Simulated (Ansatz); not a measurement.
# GeH3Si: the cost of one run

The runs use Ansatz 0.2.0, Gaussian basis; cc-pVTZ, core rule «outside noble gas», up to 19 orbitals frozen.

Plan: UHF; CCSD(T) on ROHF; CCSD(T) on UHF; BCCD(T) on ROHF; CCSDT(Q) on ROHF; CCSDT(Q) on UHF; CASSCF and NEVPT2, 3 electrons in 3 orbitals.

## (1) The geometry

The geometry derives from a PBE0/def2-TZVP stationary point (not a proven minimum). One bond is set to the value named and the two fragments are kept rigid. No spin-orbit coupling is included. The filled d shell of Ge may be among the frozen orbitals whatever the setting's name suggests.

5 atoms, charge 0, spin multiplicity 2.

Atoms are counted from 1 here; the program's logs count them from 0.

Bond lengths: Si1–Ge2 2.583 Å, Si1–H3 1.524 Å, Ge2–H4 1.547 Å, Ge2–H5 1.546 Å. Angles: Ge2–Si1–H3 89.7°, Si1–Ge2–H4 127.4°, Si1–Ge2–H5 123.9°, H4–Ge2–H5 106.5°.

## (2) UHF

Contents of in.yaml:

```yaml
crystal:
  periodic: [false, false, false]
  atoms:
    - {symbol: Si, position_ang: [-0.032522, 0.099696, 1.873380]}
    - {symbol: Ge, position_ang: [0.014187, -0.018913, -0.706473]}
    - {symbol: H, position_ang: [0.230721, -1.400419, 1.939366]}
    - {symbol: H, position_ang: [-0.325329, -1.236915, -1.598515]}
    - {symbol: H, position_ang: [-0.021572, 1.222383, -1.627281]}
basis:
  gaussian: {orbitals: cc-pVTZ}
magnetization: {spin_polarized: true, initial_magnetization: 1}
hamiltonian: {xc: hf}
output: {orbitals: {seedname: orbitals}}
```

Launch:

```console
ansatz run in.yaml --threads 1 --pin off --events-out ev --progress --plain --max-ram 2560MiB --backend cpu
```

What time and memory should one allow on 1 thread of AMD EPYC 7R13, shared host?

About 7 s, with a peak of 0.29 GiB.
